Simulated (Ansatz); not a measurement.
# C4HF5: a ladder of functionals and wavefunction methods

One table from this session's results is given with a row withheld; the runs are named, their logs left out.

Program: Ansatz 0.2.0, Gaussian basis. Level of theory: functionals in def2-TZVPP, the program's frozen cores in correlated methods. These are calculated values, not measurements.

The runs, in order: LDA (SPW92), PBE-D4, revPBE-D4, BLYP-D4, r2SCAN-D4, B97M-V, PBE0-D4, B3LYP-D4, r2SCANh-D4, r2SCAN0-D4, HSE06-D4, BHLYP-D4, CAM-B3LYP-D4, LC-ωPBE, ωB97X-V, ωB97M-V, B2PLYP, PBE-QIDH; CCSD(T)/def2-SVP; MP2/def2-TZVPP; MP2/def2-QZVPP; RPA on PBE.

## Structure used throughout

An earlier PBE0-D4 in a triple-zeta def2 set relaxation fixed the geometry.

SMILES `FC(F)=CC(F)=C(F)F`, 10 atoms, charge 0, spin multiplicity 1.

Atoms are counted from 1 here; the program's logs count them from 0.

Bond lengths: F1–C2 1.312 Å, C2–F3 1.306 Å, C2–C4 1.326 Å, C4–C5 1.438 Å, C4–H10 1.081 Å, C5–F6 1.336 Å, C5–C7 1.332 Å, C7–F8 1.313 Å, C7–F9 1.307 Å. Angles: F1–C2–F3 110.3°, F1–C2–C4 123.0°, F3–C2–C4 126.7°, C2–C4–C5 125.9°, C2–C4–H10 116.5°, C5–C4–H10 117.6°, C4–C5–F6 118.5°, C4–C5–C7 124.0°, F6–C5–C7 117.5°, C5–C7–F8 123.3°, C5–C7–F9 124.5°, F8–C7–F9 112.2°.

Set-up of the first run:

Input file in.yaml:

```yaml
crystal:
  periodic: [false, false, false]
  atoms:
    - {symbol: F, position_ang: [-2.028768, -0.729525, 2.039627]}
    - {symbol: C, position_ang: [-1.431875, 0.004988, 1.130995]}
    - {symbol: F, position_ang: [-2.073150, 1.130249, 0.964243]}
    - {symbol: C, position_ang: [-0.333445, -0.381827, 0.496965]}
    - {symbol: C, position_ang: [0.371321, 0.370227, -0.506179]}
    - {symbol: F, position_ang: [-0.095451, 1.574950, -0.845498]}
    - {symbol: C, position_ang: [1.469373, -0.059856, -1.124470]}
    - {symbol: F, position_ang: [2.026077, -1.224265, -0.880805]}
    - {symbol: F, position_ang: [2.117721, 0.615432, -2.036101]}
    - {symbol: H, position_ang: [0.061198, -1.351674, 0.764226]}
basis:
  gaussian: {orbitals: def2-TZVPP}
hamiltonian: {xc: lda}
output: {orbitals: {seedname: orbitals}}
```

Command:

```console
$ ansatz run in.yaml --threads 4 --pin off --events-out ev --progress --plain --max-ram 11315MiB
```

Steps of the session up to this table: LDA; PBE-D4 (GGA); revPBE-D4 (GGA); BLYP-D4 (GGA); r2SCAN-D4 (meta-GGA); B97M-V (meta-GGA); PBE0-D4 (hybrid); B3LYP-D4 (hybrid); r2SCANh-D4 (hybrid); r2SCAN0-D4 (hybrid); HSE06-D4 (hybrid); BHLYP-D4 (hybrid); CAM-B3LYP-D4 (range-separated); LC-ωPBE (range-separated); ωB97X-V (range-separated); ωB97M-V (range-separated); B2PLYP (double hybrid); PBE-QIDH (double hybrid).

One of the session's tables, all rows but one given; the rest of the session is left out.

It belongs to the step «Orbital energies across the functionals». 

```
  functional  HOMO (eV)  gap (eV)
 LDA (SPW92)      -5.81      3.87
      PBE-D4      -5.55      3.92
   revPBE-D4      -5.45      3.95
     BLYP-D4      -5.46      3.91
   r2SCAN-D4      -5.76      4.28
      B97M-V          ?         ?
     PBE0-D4      -6.79      6.01
    B3LYP-D4      -6.63      5.58
  r2SCANh-D4      -6.22      5.06
  r2SCAN0-D4      -6.93      6.24
    HSE06-D4      -6.39      5.24
    BHLYP-D4      -7.95      8.16
CAM-B3LYP-D4      -8.13      8.39
     LC-ωPBE      -9.35     10.76
     ωB97X-V      -8.98     10.41
     ωB97M-V      -8.89     10.26
```

**Question.** Estimate the row for B97M-V.

**Answer.** HOMO (eV): -5.80; gap (eV): 4.45. In the column «HOMO (eV)» it lies between LDA (SPW92) (-5.81) and r2SCAN-D4 (-5.76).
